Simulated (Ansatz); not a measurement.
**ClFGaHSe: small, medium and large basis sets**

An exercise on one series of results from a longer session: the logs are not shown, and one member is left open.

Program: Ansatz 0.2.0, Gaussian basis. Level of theory: one geometry, several basis sets. These are calculated values, not measurements.

The runs, in order: PBE0-D4/def2-SVP; ωB97M-V/def2-SVP; PBE0-D4/def2-QZVPP; ωB97M-V/def2-QZVPP; the functionals' def2-TZVPP values are taken from earlier runs.

### The geometry

The geometry comes from an earlier relaxation with PBE0-D4 in a triple-zeta def2 set; it is a stationary point.

5 atoms, charge 0, spin multiplicity 1.

Atoms are counted from 1 here; the program's logs count them from 0.

Bond lengths: F1–Ga2 1.742 Å, Ga2–Cl3 2.121 Å, Ga2–Se4 2.293 Å, Se4–H5 1.470 Å. Angles: F1–Ga2–Cl3 116.2°, F1–Ga2–Se4 118.4°, Cl3–Ga2–Se4 125.4°, Ga2–Se4–H5 90.4°.

The first run:

in.yaml

```yaml
crystal:
  periodic: [false, false, false]
  atoms:
    - {symbol: F, position_ang: [-0.629867, -1.717362, 1.391217]}
    - {symbol: Ga, position_ang: [0.060254, -0.463724, 0.397761]}
    - {symbol: Cl, position_ang: [2.162144, -0.214647, 0.532078]}
    - {symbol: Se, position_ang: [-1.341893, 0.770767, -0.931988]}
    - {symbol: H, position_ang: [-0.200638, 1.551268, -1.430468]}
basis:
  gaussian: {orbitals: def2-SVP}
hamiltonian: {xc: pbe0, dispersion: d4}
output: {orbitals: {seedname: orbitals}}
```

On the command line:

```
$ ansatz run in.yaml --threads 4 --pin off --events-out ev --progress --plain --max-ram 10444MiB
```

Among the steps run: PBE0-D4 in def2-SVP; ωB97M-V in def2-SVP; PBE0-D4 in def2-QZVPP; ωB97M-V in def2-QZVPP.

One of the session's tables, all rows but one given; the rest of the session is left out.

It belongs to the step «Functionals by basis». 

| functional | basis | HOMO (eV) | LUMO (eV) |
| --- | --- | --- | --- |
| PBE0-D4 | def2-SVP | -7.93 | -1.54 |
| PBE0-D4 | def2-TZVPP | -8.04 | -1.69 |
| PBE0-D4 | def2-QZVPP | -8.06 | -1.78 |
| ωB97M-V | def2-SVP | ? | ? |
| ωB97M-V | def2-TZVPP | -10.18 | 0.21 |
| ωB97M-V | def2-QZVPP | -10.21 | -0.01 |

**Question.** Estimate the row for ωB97M-V, def2-SVP.

As computed: HOMO (eV): -10.05; LUMO (eV): 0.43. In the column «HOMO (eV)» it lies between ωB97M-V, def2-TZVPP (-10.18) and PBE0-D4, def2-QZVPP (-8.06).
